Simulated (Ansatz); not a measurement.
# SrOs4As12: the cost of one run

Method: DFT PBE, scalar-relativistic, plane waves, PAW, in Ansatz 0.2.0.

### 1 The structure to begin with

The structure is cubic, space group Im-3 (No. 204). The conventional cell has a = 8.561 Å, b = 8.561 Å, c = 8.561 Å, α = 90.00°, β = 90.00°, γ = 90.00°. Around Sr (site symmetry m-3) lie 12 As at 3.25 Å and 8 Os at 3.71 Å. As (site symmetry m) is surrounded by 2 Os at 2.46 Å and 2 As at 2.56 to 2.58 Å and 1 Sr at 3.25 Å. Os (site symmetry -3) is surrounded by 6 As at 2.46 Å.

Structure file:

```cif
data_structure
_symmetry_space_group_name_H-M 'Im-3'
_symmetry_Int_Tables_number 204
_cell_length_a 8.5610
_cell_length_b 8.5610
_cell_length_c 8.5610
_cell_angle_alpha 90.000
_cell_angle_beta 90.000
_cell_angle_gamma 90.000
_cell_volume 627.44
loop_
_atom_site_label
_atom_site_type_symbol
_atom_site_symmetry_multiplicity
_atom_site_Wyckoff_symbol
_atom_site_fract_x
_atom_site_fract_y
_atom_site_fract_z
_atom_site_occupancy
Sr1 Sr 2 a 0.00000 0.00000 0.00000 1
As1 As 24 g 0.35035 0.50000 0.84906 1
Os1 Os 8 c 0.25000 0.25000 0.75000 1
```

### 2 First run, at the start cell

Input file input.yaml:

```yaml
crystal:
  lattice:
    - [-4.2805, 4.2805, 4.2805]
    - [4.2805, -4.2805, 4.2805]
    - [4.2805, 4.2805, -4.2805]
  atoms:
    - { symbol: Sr, position: [0.0, 0.0, 0.0] }
    - { symbol: As, position: [0.34906459, 0.19941675, 0.85035216] }
    - { symbol: As, position: [0.65093541, 0.80058325, 0.14964784] }
    - { symbol: As, position: [0.65093541, 0.50128757, 0.85035216] }
    - { symbol: As, position: [0.34906459, 0.49871243, 0.14964784] }
    - { symbol: As, position: [0.19941675, 0.85035216, 0.34906459] }
    - { symbol: As, position: [0.80058325, 0.14964784, 0.65093541] }
    - { symbol: As, position: [0.50128757, 0.85035216, 0.65093541] }
    - { symbol: As, position: [0.49871243, 0.14964784, 0.34906459] }
    - { symbol: As, position: [0.85035216, 0.34906459, 0.19941675] }
    - { symbol: As, position: [0.14964784, 0.65093541, 0.80058325] }
    - { symbol: As, position: [0.85035216, 0.65093541, 0.50128757] }
    - { symbol: As, position: [0.14964784, 0.34906459, 0.49871243] }
    - { symbol: Os, position: [0.0, 0.0, 0.5] }
    - { symbol: Os, position: [0.5, 0.0, 0.0] }
    - { symbol: Os, position: [0.0, 0.5, 0.0] }
    - { symbol: Os, position: [0.5, 0.5, 0.5] }
basis:
  ecutwfc: 420
  ecutrho_ratio: 4
kpoints:
  mp_grid: { grid: [6, 6, 6] }
hamiltonian:
  xc: pbe
scf:
  occupations: { method: gaussian, width: 0.05 }
output:
  forces: true
  stress: true
  eigenvalues: true
relax:
  f_tol: 0.01
  max_steps: 60
  cell: { stress_tol: 0.04 }
```

Run with:

```console
> ansatz run input.yaml --threads 4 --pin off --max-ram 10240MiB --backend cpu --events-out ev --progress --plain --runs-dir out
```

**Question.** How long does this run take on 4 threads of Arm Neoverse N1, shared host, and how much memory does it need?

About 2.9 min, with a peak of 1.7 GiB.
